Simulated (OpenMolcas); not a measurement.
**ZrO2 (zirconia) at 6 levels**

We compute a comparison of 6 runs (B2PLYP/def2-TZVP, BLYP/def2-TZVP, M06-2X/def2-TZVP, M06-L/def2-TZVP, PBE0/def2-TZVP, TPSS/def2-TZVP) of ZrO2 (zirconia). 

The calculation is run with OpenMolcas 26.06.

## (1) The molecule

ZrO2 has 3 atoms, charge 0, and is taken as a singlet. As SMILES, `[O]=[Zr]=[O]`. The shape is that of a PBE0-D4/def2-TZVP optimisation.

Bond lengths: O1–Zr2 1.761 Å, Zr2–O3 1.761 Å. Angles: O1–Zr2–O3 107.9°.

## (2) The energy at B2PLYP/def2-TZVP (core potential) (run 1)

Input file test.inp:

```
* O2Zr Kohn-Sham DFT
&GATEWAY
BasLib=$CurrDir
Coord
3
angstrom
O        0.654500       1.252500       0.388400
Zr       0.348500      -0.481700       0.351800
O       -1.003000      -0.770800      -0.740100
Basis=def2-TZVP
Group=NoSym
&SEWARD
GridInput
Grid=UltraFine
End of Grid
&SCF
KSDFT=B2PLYP_SCF
Thresholds=1e-10 1e-07 1e-07 1e-05
PrOrbitals=1 2
&MBPT2
Frozen=2
```

The basis set def2-TZVP is read from a file made from the Basis Set Exchange's data (not shown).

Run with:

```console
$ export MOLCAS_MEM=1860
$ pymolcas test.inp > test.log
```

The log of the run:

```text
--- Start Module: gateway ---
[...]
--- Stop Module: gateway /rc=_RC_ALL_IS_WELL_ ---
[...]
      Basis functions          102
[...]
--- Start Module: scf ---
[...]
       Convergence after  17 Iterations
[...]
::    Total KS-DFT energy                            -197.1568250184
[...]
      Total spin, S                                     0.0000000000
[...]
      Total electronic charge=   28.000000
      Total            charge=   -0.000000
[...]
      Dipole Moment (debye):
      Origin of the operator (angstrom)=    0.2113   -0.2921    0.2133
                   X=  4.3141E+00               Y= -5.9631E+00               Z=  4.3546E+00           Total=  8.5518E+00
      Quadrupole Moment (debye*angstrom):
[...]
--- Stop Module: scf /rc=_RC_ALL_IS_WELL_ ---
[...]
--- Start Module: mbpt2 ---
[...]
 ###    WARNING: MP2 implementation intended for RHF references only         ###
 ###############################################################################
MBPT2 WARNING: Reference function according to RunFile:KS-DFT
I'll assume you know what you're doing and continue
WARNING!
Default frozen orbitals as non valence orbitals is overwritten by user input.
Default values:   2
[...]
       Reference weight ( Cref**2 )         =        0.67194
::    Total MBPT2 energy                             -198.1958542662
[...]
      Total MBPT2 calculations                           0.43      0.50
--- Stop Module: mbpt2 /rc=_RC_ALL_IS_WELL_ ---
[...]
```

Run time: 26 s. Hardware: 1 thread of Arm Neoverse V1, shared host; peak memory 0.57 GiB.

## (3) Energy and forces at BLYP/def2-TZVP (core potential) (run 2)

Input file calc.inp:

```
* O2Zr Kohn-Sham DFT
>>> EXPORT MOLCAS_PRINT=2

&GATEWAY
  BasLib=$CurrDir
  BasisSet
  O.def2-TZVP....
  O1 0.654500 1.252500 0.388400 angstrom
  O3 -1.003000 -0.770800 -0.740100 angstrom
  End of Basis
  BasisSet
  Zr.def2-TZVP....
  Zr2 0.348500 -0.481700 0.351800 angstrom
  End of Basis

&SEWARD
  GridInput
  Grid=UltraFine
  End of Grid

&SCF
  KSDFT=BLYP
  Thresholds=1e-10 1e-07 1e-07 1e-05
  PrOrbitals=1 2

&ALASKA
```

The basis set def2-TZVP is read from a file made from the Basis Set Exchange's data (not shown).

Run with:

```console
$ export MOLCAS_MEM=1860
$ pymolcas calc.inp > calc.log
```

The log of the run:

```text
--- Start Module: gateway ---
[...]
--- Stop Module: gateway /rc=_RC_ALL_IS_WELL_ ---
[...]
      Basis functions          102
[...]
--- Start Module: scf ---
[...]
       Convergence after  18 Iterations
[...]
::    Total KS-DFT energy                            -197.5917232427
[...]
      Total spin, S                                     0.0000000000
[...]
      Total electronic charge=   28.000000
      Total            charge=   -0.000000
[...]
      Dipole Moment (debye):
      Origin of the operator (angstrom)=    0.2113   -0.2921    0.2133
                   X=  3.6928E+00               Y= -5.1042E+00               Z=  3.7274E+00           Total=  7.3200E+00
      Quadrupole Moment (debye*angstrom):
[...]
--- Stop Module: scf /rc=_RC_ALL_IS_WELL_ ---
[...]
--- Start Module: alaska ---
[...]
 *              Molecular gradients               *
 **************************************************
  Irreducible representation: a
 ------------------------------------------------------------------------------------------
                              X                       Y                       Z
 ------------------------------------------------------------------------------------------
  O1               -3.58962587114720E-03   -3.02658936745051E-02    8.23013052219546E-04
  O3                2.34862162581493E-02    2.77744214700215E-03    1.92584620450837E-02
  ZR2              -1.98965903869937E-02    2.74884515275051E-02   -2.00814750972951E-02
 ------------------------------------------------------------------------------------------
--- Stop Module: alaska /rc=_RC_ALL_IS_WELL_ ---
[...]
```

Run time: 30 s. Hardware: 1 thread of Arm Neoverse V1, shared host; peak memory 0.57 GiB.

Run 3 isn't shown in full; the table further down has it.

## (4) Energy and gradient at M06-L/def2-TZVP (core potential) (run 4)

Input file calc.inp:

```
>>> EXPORT MOLCAS_PRINT=2

&GATEWAY
 BASLIB=$CurrDir
 COORD
 3
 angstrom
 O        0.654500       1.252500       0.388400
 Zr       0.348500      -0.481700       0.351800
 O       -1.003000      -0.770800      -0.740100
 BASIS=def2-TZVP
 GROUP=NoSym

&SEWARD
 GRIDINPUT
 Grid=UltraFine
 End of Grid

&SCF
 KSDFT=M06L
 THRESHOLDS=1e-10 1e-07 1e-07 1e-05
 PRORBITALS=1 1

&ALASKA
```

The basis set def2-TZVP is read from a file made from the Basis Set Exchange's data (not shown).

Run with:

```console
$ export MOLCAS_MEM=1860
$ pymolcas calc.inp > calc.log
```

The log of the run:

```text
--- Start Module: gateway ---
[...]
--- Stop Module: gateway /rc=_RC_ALL_IS_WELL_ ---
[...]
      Basis functions          102
[...]
--- Start Module: scf ---
[...]
       Convergence after  18 Iterations
[...]
::    Total KS-DFT energy                            -197.6041859790
[...]
      Total spin, S                                     0.0000000000
[...]
      Total electronic charge=   28.000000
      Total            charge=   -0.000000
[...]
      Dipole Moment (debye):
      Origin of the operator (angstrom)=    0.2113   -0.2921    0.2133
                   X=  3.9706E+00               Y= -5.4883E+00               Z=  4.0079E+00           Total=  7.8709E+00
      Quadrupole Moment (debye*angstrom):
[...]
--- Stop Module: scf /rc=_RC_ALL_IS_WELL_ ---
[...]
--- Start Module: alaska ---
[...]
 *              Molecular gradients               *
 **************************************************
  Irreducible representation: a
 ------------------------------------------------------------------------------------------
                              X                       Y                       Z
 ------------------------------------------------------------------------------------------
  O1               -1.49490494108662E-03   -1.10887749196635E-02    1.51464069532592E-04
  ZR2              -7.12618354382766E-03    9.83705388451916E-03   -7.19136220256456E-03
  O3                8.62108848487608E-03    1.25172103511328E-03    7.03989813302197E-03
 ------------------------------------------------------------------------------------------
--- Stop Module: alaska /rc=_RC_ALL_IS_WELL_ ---
[...]
```

Run time: 38 s. Hardware: 1 thread of Arm Neoverse V1, shared host; peak memory 0.57 GiB.

Run 5 isn't shown in full; the table further down has it.

## (5) Energy and forces at TPSS/def2-TZVP (core potential) (run 6)

Input file struct.xyz:

```xyz
3

O      0.654500     1.252500     0.388400
Zr     0.348500    -0.481700     0.351800
O     -1.003000    -0.770800    -0.740100
```

Input file test.input:

```
* O2Zr Kohn-Sham DFT
>>> EXPORT MOLCAS_PRINT=2

&GATEWAY
  BASLIB
  $CurrDir
  COORD
  struct.xyz
  BASIS
  def2-TZVP
  GROUP
  NoSym

&SEWARD
  GRIDINPUT
  Grid=UltraFine
  End of Grid

&SCF
  KSDFT
  2
  1.0 MGGA_X_TPSS
  1.0 MGGA_C_TPSS
  THRESHOLDS
  1e-10 1e-07 1e-07 1e-05
  PRORBITALS
  1 2

&ALASKA
```

The basis set def2-TZVP is read from a file made from the Basis Set Exchange's data (not shown).

Run with:

```console
$ export MOLCAS_MEM=1860
$ pymolcas test.input > test.log
```

The log of the run:

```text
--- Start Module: gateway ---
[...]
--- Stop Module: gateway /rc=_RC_ALL_IS_WELL_ ---
[...]
      Basis functions          102
[...]
--- Start Module: scf ---
[...]
       Convergence after  19 Iterations
[...]
::    Total KS-DFT energy                            -197.6399314736
[...]
      Total spin, S                                     0.0000000000
[...]
      Total electronic charge=   28.000000
      Total            charge=   -0.000000
[...]
      Dipole Moment (debye):
      Origin of the operator (angstrom)=    0.2113   -0.2921    0.2133
                   X=  3.8043E+00               Y= -5.2584E+00               Z=  3.8400E+00           Total=  7.5412E+00
      Quadrupole Moment (debye*angstrom):
[...]
--- Stop Module: scf /rc=_RC_ALL_IS_WELL_ ---
[...]
--- Start Module: alaska ---
[...]
 *              Molecular gradients               *
 **************************************************
  Irreducible representation: a
 ------------------------------------------------------------------------------------------
                              X                       Y                       Z
 ------------------------------------------------------------------------------------------
  O1               -2.41256490500863E-03   -2.16299370235600E-02    7.15761605009968E-04
  ZR2              -1.43648004912231E-02    1.98426382335679E-02   -1.44978681621337E-02
  O3                1.67773653962104E-02    1.78729878999029E-03    1.37821065571364E-02
 ------------------------------------------------------------------------------------------
--- Stop Module: alaska /rc=_RC_ALL_IS_WELL_ ---
[...]
```

It took 41 s on 1 thread of Arm Neoverse V1, shared host; peak memory 0.57 GiB.

## (6) All runs side by side

```tsv
run	level	task	frozen core orbitals	energy (Eh)	dipole moment (D)	HOMO energy (eV)	LUMO energy (eV)	wall time
1	B2PLYP/def2-TZVP (core potential)	energy	2	-197.437363	8.55	-8.15	-2.34	26 s
2	BLYP/def2-TZVP (core potential)	gradient	–	-197.591723	7.32	-5.22	-3.66	30 s
3	M06-2X/def2-TZVP (core potential)	gradient	–	-197.448484	8.26	-8.38	-2.58	35 s
4	M06-L/def2-TZVP (core potential)	gradient	–	-197.604186	7.87	-5.32	-2.59	38 s
5	PBE0/def2-TZVP (core potential)	gradient	–	-197.438616	7.92	-6.76	-2.90	30 s
6	TPSS/def2-TZVP (core potential)	gradient	–	-197.639931	7.54	-5.32	-3.34	41 s
```

## (7) Outcome

```
                       quantity          value
            run 6: total energy  -197.63993 Eh
           run 6: dipole moment         7.54 D
             run 6: HOMO energy       -5.32 eV
             run 6: LUMO energy       -3.34 eV
           run 6: HOMO–LUMO gap        1.98 eV
run 6: largest force on an atom     1.464 eV/Å
```

The dipole moment (its size) runs from 7.32 D (BLYP/def2-TZVP) to 8.55 D (B2PLYP/def2-TZVP). A double hybrid's value is that of its SCF part. The HOMO–LUMO gap runs from 1.56 eV (BLYP/def2-TZVP) to 5.81 eV (B2PLYP/def2-TZVP). For B2PLYP the log adds the whole second-order term; the table takes 0.27 of it, as the functional is defined. Totals of different functionals can't be ranked against each other. All runs together took 3.3 min, the longest 41 s.
